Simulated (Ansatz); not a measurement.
**AlH7OSSi2: rotation by 120° about the O4–Si5 bond**

How high is the barrier for the rotation by 120° about the O4–Si5 bond? Relax the two ends, then run a nudged elastic band between them. SMILES of the start: [AlH2][SiH](S)O[SiH3].

Program: Ansatz 0.2.0. Level of theory: RKS B3LYP/def2-SVP. These are calculated values, not measurements.

### 1 The structure to begin with

Bond lengths: Al1–Si2 2.302 Å, Si2–S3 2.121 Å, Si2–O4 1.707 Å, O4–Si5 1.717 Å, Al1–H6 1.594 Å, Al1–H7 1.642 Å, Si2–H8 1.446 Å, S3–H9 1.382 Å, Si5–H10 1.429 Å, Si5–H11 1.466 Å, Si5–H12 1.472 Å. Angles (14 of 17 angles, heavy atoms first): Al1–Si2–S3 107.9°, Al1–Si2–O4 111.0°, S3–Si2–O4 107.3°, Si2–O4–Si5 108.2°, Al1–Si2–H8 108.0°, S3–Si2–H8 109.0°, O4–Si2–H8 113.5°, Si2–Al1–H6 120.8°, Si2–Al1–H7 117.4°, Si2–S3–H9 94.4°, O4–Si5–H10 110.0°, O4–Si5–H11 107.2°, O4–Si5–H12 111.0°, H6–Al1–H7 111.3°.

Structure file:

```xyz
12

Al   -1.3650    1.7576    1.4195
Si   -0.0567    0.0688    0.5612
S     1.9728    0.6533    0.7561
O    -0.3618   -0.1545   -1.1039
Si    0.1703   -1.7275   -1.5398
H    -1.4049    2.0418    2.9874
H    -1.4567    3.1527    0.5586
H    -0.2826   -1.1195    1.3543
H     1.8356    1.7760   -0.0387
H    -0.1040   -1.9698   -2.9210
H     1.6135   -1.7808   -1.2896
H    -0.4835   -2.7532   -0.7101
```

### 2 End point A

input.yaml reads:

```yaml
crystal:
  periodic: [false, false, false]
  atoms:
    - { symbol: Al, position_ang: [-1.365, 1.7576, 1.4195] }
    - { symbol: Si, position_ang: [-0.0567, 0.0688, 0.5612] }
    - { symbol: S, position_ang: [1.9728, 0.6533, 0.7561] }
    - { symbol: O, position_ang: [-0.3618, -0.1545, -1.1039] }
    - { symbol: Si, position_ang: [0.1703, -1.7275, -1.5398] }
    - { symbol: H, position_ang: [-1.4049, 2.0418, 2.9874] }
    - { symbol: H, position_ang: [-1.4567, 3.1527, 0.5586] }
    - { symbol: H, position_ang: [-0.2826, -1.1195, 1.3543] }
    - { symbol: H, position_ang: [1.8356, 1.776, -0.0387] }
    - { symbol: H, position_ang: [-0.104, -1.9698, -2.921] }
    - { symbol: H, position_ang: [1.6135, -1.7808, -1.2896] }
    - { symbol: H, position_ang: [-0.4835, -2.7532, -0.7101] }
basis:
  gaussian: { orbitals: def2-SVP }
hamiltonian:
  xc: b3lyp
relax:
  f_tol: 0.015
  max_steps: 40
output:
  orbitals: {}
```

Run with:

```
ansatz run input.yaml --threads 2 --pin off --max-ram 3072MiB --backend cpu --events-out ev --progress --plain --runs-dir out
```

Output, shortened:

```text
Warning: RAYON_NUM_THREADS=2 ignored (pool sized by the plan → 2); use --threads N
[...]
Functional definition: B3LYP
[...]
1208 factors; integrals over basis functions are off by at most 6.5e-4 eV
[...]
mean field -35340.11547739 eV, -1298.7252894035 hartree, gradient 2.3e-5 eV, S^2 0.000000; 0 other end points of the search recorded, 0 dependent functions left out
[...]
reference -35340.11579952 eV, -1298.7253012415 hartree; 36, 36 occupied and 85, 85 virtual orbitals, 1208 factors
relax step   1: F+E_penalty+E_count = -35340.11547739 eV  Δ(F+E_penalty+E_count) = +0.000e0 eV  max|allowed force component| = 2.419e0 eV/Å  Δτ_max = 0.0000 Å  (25 SCF iters, accepted)
[...]
relax step   6: F+E_penalty+E_count = -35340.95973502 eV  Δ(F+E_penalty+E_count) = -1.692e-2 eV  max|allowed force component| = 2.957e-1 eV/Å  Δτ_max = 0.2000 Å  (28 SCF iters, accepted)
[...]
relax step  11: F+E_penalty+E_count = -35340.97222633 eV  Δ(F+E_penalty+E_count) = -5.854e-4 eV  max|allowed force component| = 3.041e-2 eV/Å  Δτ_max = 0.0688 Å  (23 SCF iters, accepted)
[...]
relax step  16: F+E_penalty+E_count = -35340.97498572 eV  Δ(F+E_penalty+E_count) = -4.353e-4 eV  max|allowed force component| = 6.219e-2 eV/Å  Δτ_max = 0.0310 Å  (24 SCF iters, accepted)
[...]
relax step  21: F+E_penalty+E_count = -35340.97779104 eV  Δ(F+E_penalty+E_count) = -9.410e-4 eV  max|allowed force component| = 2.883e-2 eV/Å  Δτ_max = 0.0293 Å  (24 SCF iters, accepted)
relax step  22: F+E_penalty+E_count = -35340.97851223 eV  Δ(F+E_penalty+E_count) = -7.212e-4 eV  max|allowed force component| = 3.313e-2 eV/Å  Δτ_max = 0.0641 Å  (23 SCF iters, accepted)
```

### 3 More of the same log: end point A relaxed

The log, continued, shortened:

```text
relax step  23: F+E_penalty+E_count = -35340.97816003 eV  Δ(F+E_penalty+E_count) = +3.522e-4 eV  max|allowed force component| = 1.260e-1 eV/Å  Δτ_max = 0.1459 Å  (24 SCF iters, rejected (line search))
[...]
relax step  26: F+E_penalty+E_count = -35340.98014290 eV  Δ(F+E_penalty+E_count) = +5.220e-5 eV  max|allowed force component| = 8.706e-2 eV/Å  Δτ_max = 0.0803 Å  (24 SCF iters, rejected (line search))
[...]
relax step  29: F+E_penalty+E_count = -35340.98170156 eV  Δ(F+E_penalty+E_count) = -5.516e-4 eV  max|allowed force component| = 4.613e-2 eV/Å  Δτ_max = 0.0615 Å  (24 SCF iters, accepted)
[...]
relax step  32: F+E_penalty+E_count = -35340.98243095 eV  Δ(F+E_penalty+E_count) = -2.608e-4 eV  max|allowed force component| = 1.538e-2 eV/Å  Δτ_max = 0.0481 Å  (23 SCF iters, accepted)
[...]
Atom 2 at     2.060537     0.596984     1.185803 Å, force    -0.000613     0.001730    -0.001521 eV/Å
Atom 3 at    -0.319487    -0.645203    -0.592405 Å, force    -0.003932     0.003953     0.004548 eV/Å
Atom 4 at     0.123186    -1.801112    -1.708628 Å, force     0.001486    -0.003528    -0.003724 eV/Å
Atom 5 at    -2.113825     2.343238     2.605328 Å, force     0.000068    -0.000637    -0.000410 eV/Å
Atom 6 at    -1.021121     3.264475     0.251600 Å, force     0.001262     0.000094     0.001613 eV/Å
Atom 7 at    -0.142112    -1.072416     1.950482 Å, force    -0.000382     0.000348    -0.000462 eV/Å
Atom 8 at     2.032735     1.604684     0.280622 Å, force     0.000265    -0.000143     0.000083 eV/Å
Atom 9 at    -1.020977    -2.001623    -2.639371 Å, force     0.001999     0.000221     0.001622 eV/Å
Atom 10 at     1.311726    -1.344704    -2.483914 Å, force    -0.001746    -0.001527     0.002823 eV/Å
Atom 11 at     0.443511    -3.092755    -1.032387 Å, force     0.000807     0.003441    -0.001183 eV/Å
Dipole moment:    -0.168077     0.024082    -0.120494 e Å
```

It took 2.4 min on 2 threads of Arm Neoverse V1, shared host; peak memory 0.32 GiB.

Relaxation path, one in 2:

```tsv
step	energy from step 1 (eV)	largest force component (eV/Å)
1	0.0000	2.4187
3	-0.6963	0.5076
5	-0.8273	0.2284
7	-0.8499	0.2113
9	-0.8554	0.0577
11	-0.8567	0.0304
13	-0.8578	0.0259
15	-0.8591	0.0678
17	-0.8602	0.0985
19	-0.8614	0.0814
21	-0.8623	0.0288
23x	-0.8627	0.1260
25	-0.8647	0.0455
27	-0.8653	0.0350
29	-0.8662	0.0461
31	-0.8667	0.0225
33	-0.8671	0.0180
35	-0.8672	0.0053
```

Step 1 is the start. 3 steps were tried and not accepted (marked x).

After: Bond lengths: Al1–Si2 2.446 Å, Si2–S3 2.189 Å, Si2–O4 1.669 Å, O4–Si5 1.667 Å, Al1–H6 1.588 Å, Al1–H7 1.590 Å, Si2–H8 1.495 Å, S3–H9 1.355 Å, Si5–H10 1.488 Å, Si5–H11 1.491 Å, Si5–H12 1.493 Å. Angles (14 of 17 angles, heavy atoms first): Al1–Si2–S3 103.0°, Al1–Si2–O4 112.7°, S3–Si2–O4 112.4°, Si2–O4–Si5 146.0°, Al1–Si2–H8 118.0°, S3–Si2–H8 100.5°, O4–Si2–H8 109.4°, Si2–Al1–H6 122.4°, Si2–Al1–H7 117.2°, Si2–S3–H9 95.8°, O4–Si5–H10 107.9°, O4–Si5–H11 110.3°, O4–Si5–H12 110.7°, H6–Al1–H7 120.1°.

### 4 Relaxing end B

The second end starts from a geometry with the move made by hand.

input.yaml: that of step 2 with these lines changed.

```diff
@@ -12,5 +12,5 @@
     - { symbol: H, position_ang: [1.8356, 1.776, -0.0387] }
-    - { symbol: H, position_ang: [-0.104, -1.9698, -2.921] }
-    - { symbol: H, position_ang: [1.6135, -1.7808, -1.2896] }
-    - { symbol: H, position_ang: [-0.4835, -2.7532, -0.7101] }
+    - { symbol: H, position_ang: [1.57684, -1.84554, -1.31762] }
+    - { symbol: H, position_ang: [-0.56043, -2.67989, -0.69882] }
+    - { symbol: H, position_ang: [-0.14192, -2.01716, -2.94924] }
 basis:
@@ -22,3 +22 @@
   max_steps: 40
-output:
-  orbitals: {}
```

Run with:

```
ansatz run input.yaml --threads 2 --pin off --max-ram 3072MiB --backend cpu --events-out ev --progress --plain --runs-dir out
```

Output, shortened:

```text
Warning: RAYON_NUM_THREADS=2 ignored (pool sized by the plan → 2); use --threads N
[...]
Functional definition: B3LYP
[...]
1207 factors; integrals over basis functions are off by at most 5.8e-4 eV
[...]
mean field -35340.11552245 eV, -1298.7252910595 hartree, gradient 2.2e-5 eV, S^2 0.000000; 0 other end points of the search recorded, 0 dependent functions left out
[...]
reference -35340.11584534 eV, -1298.7253029256 hartree; 36, 36 occupied and 85, 85 virtual orbitals, 1207 factors
relax step   1: F+E_penalty+E_count = -35340.11552245 eV  Δ(F+E_penalty+E_count) = +0.000e0 eV  max|allowed force component| = 2.421e0 eV/Å  Δτ_max = 0.0000 Å  (24 SCF iters, accepted)
[...]
relax step   8: F+E_penalty+E_count = -35340.96929581 eV  Δ(F+E_penalty+E_count) = -5.351e-3 eV  max|allowed force component| = 1.584e-1 eV/Å  Δτ_max = 0.1326 Å  (23 SCF iters, accepted)
[...]
relax step  15: F+E_penalty+E_count = -35340.97428471 eV  Δ(F+E_penalty+E_count) = -6.319e-4 eV  max|allowed force component| = 3.271e-2 eV/Å  Δτ_max = 0.0410 Å  (24 SCF iters, accepted)
[...]
relax step  22: F+E_penalty+E_count = -35340.97828688 eV  Δ(F+E_penalty+E_count) = -8.075e-4 eV  max|allowed force component| = 1.146e-1 eV/Å  Δτ_max = 0.0339 Å  (24 SCF iters, accepted)
[...]
relax step  27: F+E_penalty+E_count = -35340.98106590 eV  Δ(F+E_penalty+E_count) = -3.815e-4 eV  max|allowed force component| = 2.065e-2 eV/Å  Δτ_max = 0.0399 Å  (24 SCF iters, accepted)
relax step  28: F+E_penalty+E_count = -35340.98133622 eV  Δ(F+E_penalty+E_count) = -2.703e-4 eV  max|allowed force component| = 2.826e-2 eV/Å  Δτ_max = 0.0580 Å  (24 SCF iters, accepted)
```

### 5 The output, continued: end point B relaxed

The log, continued, shortened:

```text
relax step  29: F+E_penalty+E_count = -35340.98152375 eV  Δ(F+E_penalty+E_count) = -1.875e-4 eV  max|allowed force component| = 2.363e-2 eV/Å  Δτ_max = 0.0173 Å  (21 SCF iters, accepted)
[...]
relax step  31: F+E_penalty+E_count = -35340.98184323 eV  Δ(F+E_penalty+E_count) = -1.425e-4 eV  max|allowed force component| = 4.892e-2 eV/Å  Δτ_max = 0.0296 Å  (23 SCF iters, accepted)
[...]
relax step  33: F+E_penalty+E_count = -35340.98223565 eV  Δ(F+E_penalty+E_count) = -1.067e-4 eV  max|allowed force component| = 1.939e-2 eV/Å  Δτ_max = 0.0068 Å  (21 SCF iters, accepted)
[...]
relax step  35: F+E_penalty+E_count = -35340.98258061 eV  Δ(F+E_penalty+E_count) = -1.772e-4 eV  max|allowed force component| = 1.448e-2 eV/Å  Δτ_max = 0.0682 Å  (23 SCF iters, accepted)
[...]
Atom 2 at     2.049691     0.572711     1.175697 Å, force     0.005198    -0.000491     0.002112 eV/Å
Atom 3 at    -0.346097    -0.645974    -0.596610 Å, force    -0.000374    -0.010268    -0.007322 eV/Å
Atom 4 at     0.095825    -1.805647    -1.710346 Å, force    -0.001737     0.007844     0.007650 eV/Å
Atom 5 at    -2.118471     2.357357     2.591745 Å, force     0.000711     0.001086     0.000748 eV/Å
Atom 6 at    -0.982857     3.277447     0.258158 Å, force     0.001683    -0.001022    -0.000031 eV/Å
Atom 7 at    -0.167113    -1.075929     1.946134 Å, force    -0.000737     0.001794    -0.001438 eV/Å
Atom 8 at     2.028213     1.582640     0.272862 Å, force    -0.000773    -0.000191    -0.000332 eV/Å
Atom 9 at     1.270868    -1.342503    -2.501586 Å, force     0.000300     0.000416     0.000032 eV/Å
Atom 10 at     0.437406    -3.088895    -1.029055 Å, force    -0.000242    -0.000570     0.000358 eV/Å
Atom 11 at    -1.056543    -2.023879    -2.626564 Å, force    -0.000061     0.000070    -0.000343 eV/Å
Dipole moment:    -0.166859     0.025480    -0.119962 e Å
```

Wall time 2.5 min (2 threads of Arm Neoverse V1, shared host); peak memory 0.31 GiB.

Relaxation path, one in 2:

```tsv
step	energy from step 1 (eV)	largest force component (eV/Å)
1	0.0000	2.4210
3	-0.6962	0.4947
5	-0.8253	0.2514
7	-0.8484	0.2453
9	-0.8551	0.0692
11	-0.8564	0.0831
13	-0.8575	0.0564
15	-0.8588	0.0327
17	-0.8598	0.0648
19	-0.8609	0.0954
21	-0.8620	0.1253
23	-0.8638	0.0668
25x	-0.8625	0.1673
27	-0.8655	0.0206
29	-0.8660	0.0236
31	-0.8663	0.0489
33	-0.8667	0.0194
35	-0.8671	0.0145
37	-0.8672	0.0152
38	-0.8672	0.0103
```

Step 1 is the start. 1 step was tried and not accepted (marked x).

After: Bond lengths: Al1–Si2 2.446 Å, Si2–S3 2.189 Å, Si2–O4 1.669 Å, O4–Si5 1.667 Å, Al1–H6 1.588 Å, Al1–H7 1.590 Å, Si2–H8 1.495 Å, S3–H9 1.355 Å, Si5–H10 1.490 Å, Si5–H11 1.493 Å, Si5–H12 1.488 Å. Angles (14 of 17 angles, heavy atoms first): Al1–Si2–S3 102.9°, Al1–Si2–O4 112.7°, S3–Si2–O4 112.4°, Si2–O4–Si5 145.6°, Al1–Si2–H8 118.1°, S3–Si2–H8 100.5°, O4–Si2–H8 109.4°, Si2–Al1–H6 122.5°, Si2–Al1–H7 117.1°, Si2–S3–H9 95.8°, O4–Si5–H10 110.3°, O4–Si5–H11 110.7°, O4–Si5–H12 107.9°, H6–Al1–H7 120.1°.

### 6 The band

crystal.atoms is end A as relaxed above, and neb.final_atoms is end B, turned to lie on A. With 7 inner images the band has 9 in all. The start path is listed, through a guess of the saddle.

input.yaml reads:

```yaml
crystal:
  periodic: [false, false, false]
  atoms:
    - { symbol: Al, position_ang: [-1.247375, 2.089999, 1.298855] }
    - { symbol: Si, position_ang: [-0.029797, 0.003333, 0.918016] }
    - { symbol: S, position_ang: [2.060537, 0.596984, 1.185803] }
    - { symbol: O, position_ang: [-0.319487, -0.645203, -0.592405] }
    - { symbol: Si, position_ang: [0.123186, -1.801112, -1.708628] }
    - { symbol: H, position_ang: [-2.113825, 2.343238, 2.605328] }
    - { symbol: H, position_ang: [-1.021121, 3.264475, 0.2516] }
    - { symbol: H, position_ang: [-0.142112, -1.072416, 1.950482] }
    - { symbol: H, position_ang: [2.032735, 1.604684, 0.280622] }
    - { symbol: H, position_ang: [-1.020977, -2.001623, -2.639371] }
    - { symbol: H, position_ang: [1.311726, -1.344704, -2.483914] }
    - { symbol: H, position_ang: [0.443511, -3.092755, -1.032387] }
basis:
  gaussian: { orbitals: def2-SVP }
hamiltonian:
  xc: b3lyp
neb:
  order_check: false
  images: 7
  f_tol: 0.05
  max_iterations: 59
  final_atoms:
    - { symbol: Al, position_ang: [-1.31158974, 1.96508309, 1.42563033] }
    - { symbol: Si, position_ang: [0.12508374, 0.05477511, 0.9085332] }
    - { symbol: S, position_ang: [2.11167006, 0.96336825, 0.76383609] }
    - { symbol: O, position_ang: [-0.32220558, -0.72496186, -0.49785174] }
    - { symbol: Si, position_ang: [0.10391957, -1.87128815, -1.63138506] }
    - { symbol: H, position_ang: [-1.98250119, 2.16579615, 2.85085711] }
    - { symbol: H, position_ang: [-1.43740049, 3.09861989, 0.31816721] }
    - { symbol: H, position_ang: [0.36476147, -0.9567048, 1.98344129] }
    - { symbol: H, position_ang: [1.7675171, 1.89722054, -0.15540685] }
    - { symbol: H, position_ang: [1.03086876, -1.28313194, -2.63941612] }
    - { symbol: H, position_ang: [0.76529249, -3.03908648, -0.97839705] }
    - { symbol: H, position_ang: [-1.13841518, -2.32478979, -2.31400741] }
  initial_path:
    images:
      - { positions_ang: [[-1.247375, 2.089999, 1.298855], [-0.029797, 0.003333, 0.918016], [2.060537, 0.596984, 1.185803], [-0.319487, -0.645203, -0.592405], [0.123186, -1.801112, -1.708628], [-2.113825, 2.343238, 2.605328], [-1.021121, 3.264475, 0.2516], [-0.142112, -1.072416, 1.950482], [2.032735, 1.604684, 0.280622], [-1.020977, -2.001623, -2.639371], [1.311726, -1.344704, -2.483914], [0.443511, -3.092755, -1.032387]] }
      - { positions_ang: [[-1.2688113, 2.0090841, 1.33265009], [-0.02480269, 0.02715723, 0.82793266], [2.04428201, 0.64508012, 1.02903057], [-0.34766036, -0.54089663, -0.71034933], [0.12873026, -1.79952378, -1.64723719], [-1.90162033, 2.29041292, 2.6999944], [-1.15693556, 3.2251767, 0.31750054], [-0.1342902, -1.06803943, 1.81896735], [1.95912889, 1.6685075, 0.14118516], [-0.50656955, -1.93045625, -2.62382005], [1.19550799, -1.58612793, -1.93392504], [0.09004184, -2.99547457, -1.21792814]] }
      - { positions_ang: [[-1.2902476, 1.92816921, 1.36644519], [-0.01980838, 0.05098145, 0.73784932], [2.02802702, 0.69317624, 0.87225814], [-0.37583371, -0.43659025, -0.82829367], [0.13427452, -1.79793555, -1.58584638], [-1.68941565, 2.23758784, 2.7946608], [-1.29275012, 3.1858784, 0.38340107], [-0.12646841, -1.06366287, 1.6874527], [1.88552278, 1.73233101, 0.00174832], [0.0078379, -1.85928949, -2.60826911], [1.07928997, -1.82755185, -1.38393608], [-0.26342732, -2.89819413, -1.40346929]] }
      - { positions_ang: [[-1.3116839, 1.84725431, 1.40024028], [-0.01481406, 0.07480568, 0.64776597], [2.01177203, 0.74127236, 0.7154857], [-0.40400707, -0.33228388, -0.946238], [0.13981877, -1.79634733, -1.52445557], [-1.47721098, 2.18476276, 2.88932719], [-1.42856468, 3.1465801, 0.44930161], [-0.11864661, -1.0592863, 1.55593806], [1.81191667, 1.79615451, -0.13768852], [0.52224534, -1.78812274, -2.59271816], [0.96307196, -2.06897578, -0.83394713], [-0.61689649, -2.8009137, -1.58901043]] }
      - { positions_ang: [[-1.3331202, 1.76633942, 1.43403538], [-0.00981975, 0.09862991, 0.55768263], [1.99551705, 0.78936848, 0.55871327], [-0.43218042, -0.22797751, -1.06418233], [0.14536303, -1.79475911, -1.46306476], [-1.26500631, 2.13193769, 2.98399359], [-1.56437923, 3.1072818, 0.51520214], [-0.11082481, -1.05490974, 1.42442341], [1.73831056, 1.85997802, -0.27712536], [1.03665279, -1.71695598, -2.57716722], [0.84685395, -2.31039971, -0.28395817], [-0.97036565, -2.70363327, -1.77455158]] }
      - { positions_ang: [[-1.32773758, 1.81602534, 1.43193411], [0.02390612, 0.08766621, 0.64539528], [2.0245553, 0.83286843, 0.60999398], [-0.40468671, -0.35222359, -0.92259969], [0.13500217, -1.81389137, -1.50514484], [-1.44438003, 2.1404023, 2.95070947], [-1.53263455, 3.10511632, 0.46594341], [0.00807176, -1.03035851, 1.56417788], [1.7456122, 1.86928865, -0.24669573], [1.03520678, -1.60849997, -2.59272944], [0.82646358, -2.4925714, -0.45756789], [-1.01237803, -2.6089224, -1.90941554]] }
      - { positions_ang: [[-1.32235497, 1.86571126, 1.42983285], [0.05763199, 0.07670251, 0.73310792], [2.05359355, 0.87636837, 0.66127468], [-0.377193, -0.47646968, -0.78101704], [0.1246413, -1.83302363, -1.54722491], [-1.62375375, 2.14886692, 2.91742535], [-1.50088986, 3.10295084, 0.41668468], [0.12696833, -1.00580727, 1.70393235], [1.75291383, 1.87859928, -0.21626611], [1.03376077, -1.50004396, -2.60829167], [0.80607322, -2.6747431, -0.63117761], [-1.05439042, -2.51421153, -2.04427949]] }
      - { positions_ang: [[-1.31697235, 1.91539717, 1.42773159], [0.09135786, 0.06573881, 0.82082056], [2.0826318, 0.91986831, 0.71255538], [-0.34969929, -0.60071577, -0.63943439], [0.11428043, -1.85215589, -1.58930498], [-1.80312747, 2.15733153, 2.88414123], [-1.46914517, 3.10078537, 0.36742594], [0.2458649, -0.98125604, 1.84368682], [1.76021546, 1.88790991, -0.18583648], [1.03231477, -1.39158795, -2.6238539], [0.78568285, -2.85691479, -0.80478733], [-1.0964028, -2.41950066, -2.17914345]] }
      - { positions_ang: [[-1.31158974, 1.96508309, 1.42563033], [0.12508374, 0.05477511, 0.9085332], [2.11167006, 0.96336825, 0.76383609], [-0.32220558, -0.72496186, -0.49785174], [0.10391957, -1.87128815, -1.63138506], [-1.98250119, 2.16579615, 2.85085711], [-1.43740049, 3.09861989, 0.31816721], [0.36476147, -0.9567048, 1.98344129], [1.7675171, 1.89722054, -0.15540685], [1.03086876, -1.28313194, -2.63941612], [0.76529249, -3.03908648, -0.97839705], [-1.13841518, -2.32478979, -2.31400741]] }
```

Run with:

```
ansatz run input.yaml --threads 2 --pin off --max-ram 3072MiB --backend cpu --events-out ev --progress --plain --runs-dir out
```

Output, shortened:

```text
Warning: RAYON_NUM_THREADS=2 ignored (pool sized by the plan → 2); use --threads N
[...]
Functional definition: B3LYP
[...]
1218 factors; integrals over basis functions are off by at most 3.2e-4 eV
[...]
mean field -35340.98265163 eV, -1298.7571574690 hartree, gradient 7.3e-5 eV, S^2 0.000000; 0 other end points of the search recorded, 0 dependent functions left out
[...]
reference -35340.98299131 eV, -1298.7571699521 hartree; 36, 36 occupied and 85, 85 virtual orbitals, 1218 factors
1218 factors; integrals over basis functions are off by at most 5.3e-4 eV
[...]
mean field -35340.98269550 eV, -1298.7571590812 hartree, gradient 7.5e-5 eV, S^2 0.000000; 0 other end points of the search recorded, 0 dependent functions left out
[...]
reference -35340.98303622 eV, -1298.7571716024 hartree; 36, 36 occupied and 85, 85 virtual orbitals, 1218 factors
[...]
1218 factors; integrals over basis functions are off by at most 5.1e-4 eV
mean field -35340.64784471 eV, -1298.7448535415 hartree, gradient 7.6e-5 eV, S^2 0.000000; 0 other end points of the search recorded, 0 dependent functions left out
[...]
reference -35340.64817979 eV, -1298.7448658556 hartree; 36, 36 occupied and 85, 85 virtual orbitals, 1218 factors
1218 factors; integrals over basis functions are off by at most 4.6e-4 eV
[...]
mean field -35340.86241107 eV, -1298.7527387100 hartree, gradient 7.0e-5 eV, S^2 0.000000; 0 other end points of the search recorded, 0 dependent functions left out
[...]
reference -35340.86274964 eV, -1298.7527511523 hartree; 36, 36 occupied and 85, 85 virtual orbitals, 1218 factors
NEB iter   1: max|band force component| = 3.286e1 eV/Å  barrier→ = 11.9549 eV  barrier← = 11.9549 eV  Δτ_max = 0.2000 Å  (218 SCF iters)
[...]
1218 factors; integrals over basis functions are off by at most 4.0e-4 eV
mean field -35339.96325168 eV, -1298.7196952117 hartree, gradient 1.7e-5 eV, S^2 0.000000; 0 other end points of the search recorded, 0 dependent functions left out
[...]
[...]
```

(Part 1 of 2 ends here.)
